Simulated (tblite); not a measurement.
# C6H18BN: the cost of one run

The runs use tblite 0.8.0 and PySCF 2.14.0, with density-fitted response routines of our own; the level of theory stands in each step. All values are computed, except where a source is named. Atoms are numbered from 0 throughout.

### 1 Starting geometry

26 atoms, charge 0, multiplicity 1; geometry from: force field or distance geometry start.

Bonds of the start (Å): C0–C1 1.50, C1–B2 1.55, B2–N3 1.50, N3–C4 1.45, C4–C5 1.52, C4–C6 1.52, C4–C7 1.51, C0–H8 1.11, C0–H9 1.11, C0–H10 1.09, C1–H11 1.11, C1–H12 1.12, B2–H13 1.20, B2–H14 1.21, N3–H15 1.05, N3–H16 1.05, C5–H17 1.10, C5–H18 1.09, C5–H19 1.12, C6–H20 1.09, C6–H21 1.11, C6–H22 1.11, C7–H23 1.10, C7–H24 1.12, C7–H25 1.11.

### 2 Geometry optimisation with GFN2-xTB

The job: settings as JSON, then the geometry in Å.

```
{"job": {"kind": "relax", "xc": "GFN2-xTB", "basis": "xTB"}, "charge": 0, "multiplicity": 1}
C      3.056300    -0.049500     0.602600
C      2.451800     0.820700    -0.465500
B      0.902300     0.813900    -0.574200
N      0.179900    -0.355500     0.032800
C     -1.263400    -0.282600    -0.007600
C     -1.782000    -0.676000     1.367800
C     -1.848700    -1.302300    -0.975800
C     -1.773800     1.109100    -0.276000
H      3.470300    -0.987900     0.182900
H      3.935700     0.497700     1.013400
H      2.418600    -0.251600     1.469000
H      2.928100     0.523800    -1.425600
H      2.786200     1.871300    -0.268400
H      0.514200     1.868100    -0.141600
H      0.623900     0.777000    -1.747900
H      0.433800    -0.463500     1.043100
H      0.459700    -1.234600    -0.469800
H     -1.267800    -0.024100     2.095600
H     -2.853700    -0.507000     1.463700
H     -1.471300    -1.736600     1.565700
H     -1.897500    -0.946400    -2.005300
H     -2.867800    -1.540500    -0.596700
H     -1.224700    -2.210300    -0.820300
H     -1.284700     1.612300    -1.119100
H     -2.847200     1.004500    -0.593800
H     -1.799500     1.692500     0.664100
```

The run is started by

```
> OMP_NUM_THREADS=1 python probes_run.py task.json out
```

The driver reads the jobs from task.json and runs them one after another.

**Question.** How long does this first job take on 1 thread of Intel Xeon Platinum 8488C, shared host, and how much memory does it need?

About 1.3 s, with a peak of 0.18 GiB.
